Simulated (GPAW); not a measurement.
Crystal: NbSi.

```
CELL_PARAMETERS angstrom
3.15644 0.00000 0.00000
0.00000 3.15644 0.00000
0.00000 0.00000 3.15644
ATOMIC_POSITIONS crystal
Nb 0.00000 0.00000 0.00000
Si 0.50000 0.50000 0.50000
```

The cell was built by a generator and needn't be a form met in nature.

Base run:

| Item | Value |
| --- | --- |
| Program | GPAW 26.7.0 |
| Functional | TPSS |
| Potentials or basis | GPAW PAW data sets (gpaw-data 1.2.1) |
| Cutoff | 600 eV |
| Basis | pw |
| k mesh | 8 × 8 × 8 |
| Occupations | fermi-dirac, width 0.05 eV |
| Spin | no spin polarisation |

Its results: pressure -3.0 GPa.

Task: The run is repeated on the same cell with these changes: functional from TPSS to r2SCAN. What comes out?

Result: Pressure -1.8 GPa.

Caveats: the PAW data sets were made with another functional, which shifts forces and pressure a little.

Not every run made on this cell is shown here.
